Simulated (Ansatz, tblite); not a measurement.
# (ClAlNH)4 cubane (Al₄Cl₄H₄N₄): a ladder of methods and basis sets

Aim: run the singlet of (ClAlNH)4 cubane (Al₄Cl₄H₄N₄) at one geometry on many levels, and compare frontier levels, spin and run time.

Method: as each input shows; program: Ansatz 0.2.0, Gaussian basis.

Levels to be run: GFN1-xTB, GFN2-xTB, PBE-D4/def2-TZVP, r2SCAN-D4/def2-TZVP, B97M-V/def2-TZVP, HF/def2-TZVP, PBE-D4/def2-SVP, PBE0-D4/def2-SVP, HF/STO-3G, MP2/def2-SVP.

4 further runs of the same task are left out: 3 that didn't finish, 1 set aside as unsound or not needed. Runs told in other sessions of the task aren't counted.

## Step 1: The structure

The singlet was relaxed beforehand with PBE-D4/def2-SVP.

16 atoms, charge 0, spin multiplicity 1.

Bond lengths: Al1–Cl2 2.113 Å, Al1–N3 1.936 Å, Al1–N6 1.936 Å, Al1–N9 1.936 Å, N3–Al4 1.936 Å, N3–Al10 1.936 Å, N3–H13 1.025 Å, Al4–Cl5 2.113 Å, Al4–N6 1.936 Å, Al4–N12 1.936 Å, N6–Al7 1.936 Å, N6–H14 1.025 Å, Al7–Cl8 2.113 Å, Al7–N9 1.936 Å, Al7–N12 1.936 Å, N9–Al10 1.937 Å, N9–H15 1.025 Å, Al10–Cl11 2.113 Å and more. Angles: Cl2–Al1–N3 125.3°, Cl2–Al1–N6 125.3°, Cl2–Al1–N9 125.3°, N3–Al1–N6 89.9°, N3–Al1–N9 89.9°, N6–Al1–N9 89.9°, Al1–N3–Al4 90.1°, Al1–N3–Al10 90.1°, Al1–N3–H13 125.2°, Al4–N3–Al10 90.1°, Al4–N3–H13 125.2°, Al10–N3–H13 125.2°, N3–Al4–Cl5 125.3°, N3–Al4–N6 89.9°, N3–Al4–N12 89.9°, Cl5–Al4–N6 125.3°, Cl5–Al4–N12 125.3°, N6–Al4–N12 89.9° and more.

PBE0-D4/def2-TZVP was run before; its log isn't repeated, and its numbers join the tables.

## Step 2: GFN1-xTB

Tight binding, by tblite at 300 K electronic temperature and without a spin-polarisation term:

```python
tblite.interface.Calculator('GFN1-xTB', numbers, positions, charge=0, uhf=0).singlepoint()
```

Energy -1022.5507 eV, HOMO -10.42 eV, LUMO -7.10 eV; 0.026 s.

## Step 3: GFN2-xTB

Tight binding, by tblite at 300 K electronic temperature and without a spin-polarisation term:

```python
tblite.interface.Calculator('GFN2-xTB', numbers, positions, charge=0, uhf=0).singlepoint()
```

Energy -1001.1109 eV, HOMO -11.56 eV, LUMO -7.23 eV; 0.028 s.

## Step 4: PBE-D4/def2-TZVP

start.molden holds the orbitals of an earlier run on this state, given as this run's starting guess.

in.yaml

```yaml
crystal:
  periodic: [false, false, false]
  atoms:
    - {symbol: Al, position_ang: [-1.333484, 0.912458, 0.451890]}
    - {symbol: Cl, position_ang: [-3.013050, 2.061583, 1.020444]}
    - {symbol: N, position_ang: [-0.143177, 1.322753, -1.019248]}
    - {symbol: Al, position_ang: [-0.194324, -0.529894, -1.579975]}
    - {symbol: Cl, position_ang: [-0.438648, -1.197435, -3.569785]}
    - {symbol: N, position_ang: [-1.383017, -0.940688, -0.107730]}
    - {symbol: Al, position_ang: [0.143330, -1.324108, 1.020388]}
    - {symbol: Cl, position_ang: [0.324075, -2.991836, 2.305190]}
    - {symbol: N, position_ang: [0.193957, 0.529306, 1.578432]}
    - {symbol: Al, position_ang: [1.384507, 0.941563, 0.107765]}
    - {symbol: Cl, position_ang: [3.127674, 2.127944, 0.243927]}
    - {symbol: N, position_ang: [1.332266, -0.911368, -0.451288]}
    - {symbol: H, position_ang: [-0.230835, 2.131647, -1.642396]}
    - {symbol: H, position_ang: [-2.228748, -1.515756, -0.173629]}
    - {symbol: H, position_ang: [0.312953, 0.852874, 2.543549]}
    - {symbol: H, position_ang: [2.146521, -1.469033, -0.727524]}
basis:
  gaussian: {orbitals: def2-TZVP, initial_orbitals: start.molden}
hamiltonian: {xc: pbe, dispersion: d4}
scf: {omitted_lower_state_checks: [starts]}
output: {orbitals: {seedname: orbitals}}
```

Run with:

```
$ ansatz run in.yaml --threads 4 --pin off --events-out ev --progress --plain --max-ram 6963MiB
```

What it wrote:

```text
Functional definition: PBE
  name "PBE"
  cite "Perdew, Burke & Ernzerhof, Phys. Rev. Lett. 77, 3865 (1996) doi:10.1103/PhysRevLett.77.3865"
  parent pbe
  parameter kappa = 0.804
  parameter beta = 0.06672455060314922
  exchange = pbe_x(kappa = kappa, mu = beta*pi^2/3)
  correlation = pbe_c(beta = beta)
these checks for a lower state are left out or cut short: starts
2856 factors; their error is unknown
mean field evaluation 1: about -82485.3869 eV, gradient 2.2e1 eV
mean field evaluation 2: about -82485.6696 eV, gradient 3.8e-1 eV
mean field evaluation 4: about -82485.6059 eV, gradient 1.1e-3 eV
mean field -82485.60590498 eV, -3031.2901062563 hartree, gradient 1.1e-5 eV, S^2 0.000000; 0 other end points of the search recorded, 0 dependent functions left out
reference -82485.60597026 eV, -3031.2901086552 hartree; 76, 76 occupied and 368, 368 virtual orbitals, 2856 factors
Total energy: -82486.53205308 eV, -3031.3241415712 hartree
Checks for a lower state left out: starts
```

It took 15 s on 4 threads of Arm Neoverse V1, shared host; peak memory 1.5 GiB.

Report: HOMO -7.19 eV, LUMO -2.06 eV.

## Step 5: r2SCAN-D4/def2-TZVP

in.yaml: that of step 4 with these lines changed.

```diff
@@ -21,3 +21,3 @@
   gaussian: {orbitals: def2-TZVP, initial_orbitals: start.molden}
-hamiltonian: {xc: pbe, dispersion: d4}
+hamiltonian: {xc: r2scan, dispersion: d4}
 scf: {omitted_lower_state_checks: [starts]}
```

Same command.

What it wrote:

```text
Functional definition: r2SCAN
  name "r2SCAN"
  cite "Furness, Kaplan, Ning, Perdew & Sun, J. Phys. Chem. Lett. 11, 8208 (2020) doi:10.1021/acs.jpclett.0c02405"
  cite "Furness, Kaplan, Ning, Perdew & Sun, J. Phys. Chem. Lett. 11, 9248 (2020) doi:10.1021/acs.jpclett.0c03077"
  parent r2scan
  parameter k0 = 0.174
  parameter k1 = 0.065
  parameter a1 = 4.9479
  exchange = r2scan_x(k0 = k0, k1 = k1, a1 = a1)
  correlation = r2scan_c
these checks for a lower state are left out or cut short: starts
2856 factors; their error is unknown
mean field evaluation 1: about -82519.5156 eV, gradient 1.5e1 eV
mean field evaluation 2: about -82519.5954 eV, gradient 1.4e-1 eV
mean field evaluation 4: about -82519.5379 eV, gradient 3.6e-4 eV
mean field evaluation 8: about -82519.5379 eV, gradient 9.6e-6 eV
mean field -82519.53788922 eV, -3032.5370836770 hartree, gradient 1.2e-5 eV, S^2 0.000000; 0 other end points of the search recorded, 0 dependent functions left out
reference -82519.53790768 eV, -3032.5370843557 hartree; 76, 76 occupied and 368, 368 virtual orbitals, 2856 factors
Total energy: -82519.77846987 eV, -3032.5459248529 hartree
Checks for a lower state left out: starts
```

Run time: 36 s. Hardware: 4 threads of Arm Neoverse V1, shared host; peak memory 1.5 GiB.

Report: HOMO -7.50 eV, LUMO -1.67 eV.

## Step 6: B97M-V/def2-TZVP

in.yaml: that of step 5 with these lines changed.

```diff
@@ -21,3 +21,3 @@
   gaussian: {orbitals: def2-TZVP, initial_orbitals: start.molden}
-hamiltonian: {xc: r2scan, dispersion: d4}
+hamiltonian: {xc: {name: B97M-V}}
 scf: {omitted_lower_state_checks: [starts]}
```

The command is unchanged.

What it wrote, cut to the lines that bear on the results:

```text
Functional definition: B97M-V
  name "B97M-V"
  cite "Mardirossian & Head-Gordon, J. Chem. Phys. 142, 074111 (2015) doi:10.1063/1.4907719"
  cite "Becke, J. Chem. Phys. 107, 8554 (1997) doi:10.1063/1.475007"
  cite "Vydrov & Van Voorhis, J. Chem. Phys. 133, 244103 (2010) doi:10.1063/1.3521275"
  # Of w^i u^j: cxij and so on, Table III.
[...]
  gx(w, u) = cx00 + cx01*u + cx02*u^2 + (cx10 + cx11*u)*w
  gss(w, u) = css00 + css02*u^2 + css10*w + (css32*w^3 + css42*w^4)*u^2
  gos(w, u) = cos00 + cos01*u + cos03*u^3 + cos10*w + cos32*w^3*u^2
[...]
      + integral(e_c_pw_mod_opposite_spin*gos(b97_w_opposite, b97_u_opposite)) + vv10(b, c)
[...]
2856 factors; their error is unknown
[...]
mean field -82508.24181146 eV, -3032.1219604763 hartree, gradient 1.3e-5 eV, S^2 0.000000; 0 other end points of the search recorded, 0 dependent functions left out
reference -82508.24190153 eV, -3032.1219637863 hartree; 76, 76 occupied and 368, 368 virtual orbitals, 2856 factors
Total energy: -82508.24190153 eV, -3032.1219637863 hartree
Checks for a lower state left out: starts
```

Wall time 55 s (4 threads of Arm Neoverse V1, shared host); peak memory 1.7 GiB.

From the report: HOMO -7.57 eV, LUMO -1.76 eV.

## Step 7: HF/def2-TZVP

in.yaml: that of step 6 with these lines changed.

```diff
@@ -21,3 +21,3 @@
   gaussian: {orbitals: def2-TZVP, initial_orbitals: start.molden}
-hamiltonian: {xc: {name: B97M-V}}
+hamiltonian: {xc: hf}
 scf: {omitted_lower_state_checks: [starts]}
```

The command is unchanged.

What it wrote:

```text
Functional definition: HF
  name "HF"
  cite "Fock, Z. Phys. 61, 126 (1930) doi:10.1007/BF01340294"
  parent pbe
  exchange = exact_x
  correlation = 0
these checks for a lower state are left out or cut short: starts
3460 factors; their error is unknown
mean field evaluation 1: about -82358.4927 eV, gradient 6.1e1 eV
mean field evaluation 2: about -82360.4346 eV, gradient 2.3e0 eV
mean field evaluation 4: about -82361.3651 eV, gradient 6.6e-1 eV
mean field -82361.36538324 eV, -3026.7243512957 hartree, gradient 1.2e-5 eV, S^2 0.000000; 0 other end points of the search recorded, 0 dependent functions left out
reference -82361.36538324 eV, -3026.7243512957 hartree; 76, 76 occupied and 368, 368 virtual orbitals, 3460 factors
Total energy: -82361.36538324 eV, -3026.7243512957 hartree
Checks for a lower state left out: starts
```

Run time: 34 s. Hardware: 4 threads of Arm Neoverse V1, shared host; peak memory 3.4 GiB.

From the report: HOMO -11.83 eV, LUMO 1.76 eV.

## Step 8: PBE-D4/def2-SVP

in.yaml: that of step 7 with these lines changed.

```diff
@@ -20,4 +20,4 @@
 basis:
-  gaussian: {orbitals: def2-TZVP, initial_orbitals: start.molden}
-hamiltonian: {xc: hf}
+  gaussian: {orbitals: def2-SVP, initial_orbitals: start.molden}
+hamiltonian: {xc: pbe, dispersion: d4}
 scf: {omitted_lower_state_checks: [starts]}
```

Launched as before.

What it wrote:

```text
Functional definition: PBE
  name "PBE"
  cite "Perdew, Burke & Ernzerhof, Phys. Rev. Lett. 77, 3865 (1996) doi:10.1103/PhysRevLett.77.3865"
  parent pbe
  parameter kappa = 0.804
  parameter beta = 0.06672455060314922
  exchange = pbe_x(kappa = kappa, mu = beta*pi^2/3)
  correlation = pbe_c(beta = beta)
these checks for a lower state are left out or cut short: starts
2472 factors; their error is unknown
mean field evaluation 1: about -82451.8116 eV, gradient 1.4e1 eV
mean field evaluation 2: about -82452.2559 eV, gradient 3.5e-1 eV
mean field evaluation 4: about -82452.0717 eV, gradient 6.0e-4 eV
mean field -82452.07173409 eV, -3030.0577482063 hartree, gradient 1.7e-5 eV, S^2 0.000000; 0 other end points of the search recorded, 0 dependent functions left out
reference -82452.07179166 eV, -3030.0577503218 hartree; 76, 76 occupied and 144, 144 virtual orbitals, 2472 factors
Total energy: -82452.99787448 eV, -3030.0917832377 hartree
Checks for a lower state left out: starts
```

Wall time 6.5 s (4 threads of Arm Neoverse V1, shared host).

From the report: HOMO -7.04 eV, LUMO -1.87 eV.

## Step 9: PBE0-D4/def2-SVP

in.yaml: that of step 8 with these lines changed.

```diff
@@ -21,3 +21,3 @@
   gaussian: {orbitals: def2-SVP, initial_orbitals: start.molden}
-hamiltonian: {xc: pbe, dispersion: d4}
+hamiltonian: {xc: pbe0, dispersion: d4}
 scf: {omitted_lower_state_checks: [starts]}
```

Same command.

What it wrote:

```text
Functional definition: PBE0
  name "PBE0"
  cite "Adamo & Barone, J. Chem. Phys. 110, 6158 (1999) doi:10.1063/1.478522"
  cite "Perdew, Burke & Ernzerhof, Phys. Rev. Lett. 77, 3865 (1996) doi:10.1103/PhysRevLett.77.3865"
  parent pbe
  parameter a = 0.25
  parameter kappa = 0.804
  parameter beta = 0.06672455060314922
  exchange = (1 - a)*pbe_x(kappa = kappa, mu = beta*pi^2/3) + a*exact_x
  correlation = pbe_c(beta = beta)
these checks for a lower state are left out or cut short: starts
2044 factors; integrals over basis functions are off by at most 7.2e-4 eV
mean field evaluation 1: about -82459.0030 eV, gradient 9.9e0 eV
mean field evaluation 2: about -82459.2313 eV, gradient 1.6e-1 eV
mean field evaluation 4: about -82459.5202 eV, gradient 1.7e-3 eV
mean field -82459.52018458 eV, -3030.3314737132 hartree, gradient 4.1e-5 eV, S^2 0.000000; 0 other end points of the search recorded, 0 dependent functions left out
reference -82459.52022714 eV, -3030.3314752772 hartree; 76, 76 occupied and 144, 144 virtual orbitals, 2044 factors
Total energy: -82460.33431274 eV, -3030.3613923712 hartree
Checks for a lower state left out: starts
```

Wall time 9.5 s (4 threads of Arm Neoverse V1, shared host); peak memory 0.85 GiB.

From the report: HOMO -8.49 eV, LUMO -1.10 eV.

## Step 10: HF/STO-3G

in.yaml: that of step 9 with these lines changed.

```diff
@@ -20,4 +20,4 @@
 basis:
-  gaussian: {orbitals: def2-SVP, initial_orbitals: start.molden}
-hamiltonian: {xc: pbe0, dispersion: d4}
+  gaussian: {orbitals: STO-3G}
+hamiltonian: {xc: hf}
 scf: {omitted_lower_state_checks: [starts]}
```

Launched as before.

What it wrote:

```text
Functional definition: HF
  name "HF"
  cite "Fock, Z. Phys. 61, 126 (1930) doi:10.1007/BF01340294"
  parent pbe
  exchange = exact_x
  correlation = 0
these checks for a lower state are left out or cut short: starts
1118 factors; integrals over basis functions are off by at most 5.9e-5 eV
mean field evaluation 1: about -81428.3168 eV, gradient 3.8e1 eV
mean field evaluation 2: about -81428.4605 eV, gradient 3.8e1 eV
mean field evaluation 4: about -81434.0999 eV, gradient 2.5e0 eV
mean field evaluation 8: about -81434.1254 eV, gradient 1.7e-5 eV
mean field -81434.12541741 eV, -2992.6489110569 hartree, gradient 5.2e-5 eV, S^2 0.000000; 0 other end points of the search recorded, 0 dependent functions left out
reference -81434.12541741 eV, -2992.6489110569 hartree; 76, 76 occupied and 20, 20 virtual orbitals, 1118 factors
Total energy: -81434.12541741 eV, -2992.6489110569 hartree
Checks for a lower state left out: starts
```

Wall time 0.95 s (4 threads of Arm Neoverse V1, shared host).

Report: HOMO -9.33 eV, LUMO 7.52 eV.

## Step 11: MP2/def2-SVP

in.yaml: that of step 10 with these lines changed.

```diff
@@ -20,4 +20,4 @@
 basis:
-  gaussian: {orbitals: STO-3G}
-hamiltonian: {xc: hf}
+  gaussian: {orbitals: def2-SVP, initial_orbitals: start.molden}
+correlation: {method: mp2}
 scf: {omitted_lower_state_checks: [starts]}
```

Same command.

What it wrote:

```text
Functional definition: HF
  name "HF"
  cite "Fock, Z. Phys. 61, 126 (1930) doi:10.1007/BF01340294"
  parent pbe
  exchange = exact_x
  correlation = 0
these checks for a lower state are left out or cut short: starts
2044 factors; integrals over basis functions are off by at most 7.2e-4 eV
mean field evaluation 1: about -82326.7429 eV, gradient 3.3e1 eV
mean field evaluation 2: about -82328.2879 eV, gradient 1.4e0 eV
mean field evaluation 4: about -82328.3322 eV, gradient 1.4e-1 eV
mean field evaluation 8: about -82328.3322 eV, gradient 3.5e-6 eV
mean field -82328.33222423 eV, -3025.5104050926 hartree, gradient 3.5e-6 eV, S^2 0.000000; 0 other end points of the search recorded, 0 dependent functions left out
44 core orbitals not correlated: weight in the atoms' cores, before any rotation towards them, 1.000 or more for the frozen orbitals, at most 0.000 for the correlated occupied ones
reference -82328.33222423 eV, -3025.5104050926 hartree; 32, 32 occupied and 144, 144 virtual orbitals, 2044 factors
second order -38.75698958 eV of doubles, -0.00000000 eV of singles
Total energy: -82367.08921381 eV, -3026.9346981892 hartree
Checks for a lower state left out: starts
```

It took 8.5 s on 4 threads of Arm Neoverse V1, shared host; peak memory 0.81 GiB.

From the report: Hartree-Fock HOMO -11.84 eV, LUMO 2.02 eV.

## Step 12: Levels side by side

```tsv
level	functions	HOMO (eV)	LUMO (eV)	gap (eV)	time
HF/STO-3G	96	-9.33	7.52	16.85	0.95 s
HF/def2-TZVP	444	-11.83	1.76	13.59	34 s
PBE-D4/def2-SVP	220	-7.04	-1.87	5.18	6.5 s
PBE-D4/def2-TZVP	444	-7.19	-2.06	5.13	15 s
r2SCAN-D4/def2-TZVP	444	-7.50	-1.67	5.83	36 s
B97M-V/def2-TZVP	444	-7.57	-1.76	5.81	55 s
PBE0-D4/def2-SVP	220	-8.49	-1.10	7.39	9.5 s
PBE0-D4/def2-TZVP	444	-8.56	-1.27	7.30	59 s
```

Energy pieces by basis (eV):

```tsv
basis	HF	MP2 correlation	total
def2-SVP	-82328.3322	-38.7570	-82367.0892 (MP2)
```

## Step 13: Binding energy

Free atoms were run apart at each level; binding is atoms less cluster, divided by the number of atoms, without zero-point or spin-orbit terms.

```tsv
level	binding an atom (eV)
HF/STO-3G	3.919
HF/def2-SVP	2.947
HF/def2-TZVP	2.907
PBE-D4/def2-SVP	4.212
PBE-D4/def2-TZVP	4.172
r2SCAN-D4/def2-TZVP	4.137
B97M-V/def2-TZVP	4.140
PBE0-D4/def2-SVP	4.137
PBE0-D4/def2-TZVP	4.105
MP2/def2-SVP	3.957
```

## Step 14: Outcome

| quantity | value |
| --- | --- |
| gap in def2-TZVP, named functionals and Hartree-Fock, smallest and largest | 5.13 eV (PBE-D4), 13.59 eV (HF) |
| correlation energy, MP2/def2-SVP | -38.76 eV |
| binding an atom, functionals in def2-TZVP | 4.11 (PBE0-D4) to 4.17 eV (PBE-D4) |
| PBE0 total energy, smallest basis above largest | 33.12 eV (def2-SVP, def2-TZVP) |

What this shows: Over the named functionals and Hartree-Fock in def2-TZVP the gap runs from 5.13 eV (PBE-D4) to 13.59 eV (HF); exact exchange widens it.

The slowest run with a step of its own, B97M-V/def2-TZVP, took 55 s; the quickest functional in def2-TZVP took 15 s (shared host).
